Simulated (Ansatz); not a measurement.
# ClF2H3OW: the cost of one run

All numbers below are computed with Ansatz 0.2.0 (RHF/def2-SVP).

## (1) Starting point

Bond lengths: W1–O2 1.940 Å, O2–H3 1.010 Å, W1–F4 1.850 Å, W1–Cl5 2.390 Å, W1–H6 1.720 Å, W1–H7 1.720 Å, W1–F8 1.850 Å. Angles (14 of 16 angles, heavy atoms first): O2–W1–F4 90.0°, O2–W1–Cl5 90.0°, O2–W1–F8 180.0°, F4–W1–Cl5 90.0°, F4–W1–F8 90.0°, Cl5–W1–F8 90.0°, W1–O2–H3 109.5°, O2–W1–H6 90.0°, O2–W1–H7 90.0°, F4–W1–H6 180.0°, F4–W1–H7 90.0°, Cl5–W1–H6 90.0°, Cl5–W1–H7 180.0°, H6–W1–F8 90.0°.

As a file:

```xyz
8

W     0.0000    0.0000    0.0000
O     0.0000    0.0000    1.9400
H    -0.9095   -0.2814    2.2771
F     1.8500    0.0000    0.0000
Cl    0.0000    2.3900    0.0000
H    -1.7200    0.0000    0.0000
H     0.0000   -1.7200    0.0000
F     0.0000    0.0000   -1.8500
```

## (2) Relaxing the start

Input file input.yaml:

```yaml
crystal:
  periodic: [false, false, false]
  atoms:
    - { symbol: W, position_ang: [0.0, 0.0, 0.0] }
    - { symbol: O, position_ang: [0.0, 0.0, 1.94] }
    - { symbol: H, position_ang: [-0.9095, -0.2814, 2.2771] }
    - { symbol: F, position_ang: [1.85, 0.0, 0.0] }
    - { symbol: Cl, position_ang: [0.0, 2.39, 0.0] }
    - { symbol: H, position_ang: [-1.72, 0.0, 0.0] }
    - { symbol: H, position_ang: [0.0, -1.72, 0.0] }
    - { symbol: F, position_ang: [0.0, 0.0, -1.85] }
basis:
  gaussian: { orbitals: def2-SVP }
hamiltonian:
  xc: hf
relax:
  f_tol: 0.02
  max_steps: 40
```

Launch:

```
> ansatz run input.yaml --threads 1 --pin off --max-ram 2048MiB --backend cpu --events-out ev --progress --plain --runs-dir out
```

**Question.** How long does this run take on 1 thread of Arm Neoverse V2, shared host, and how much memory does it need?

About 61 s, with a peak of 0.22 GiB.
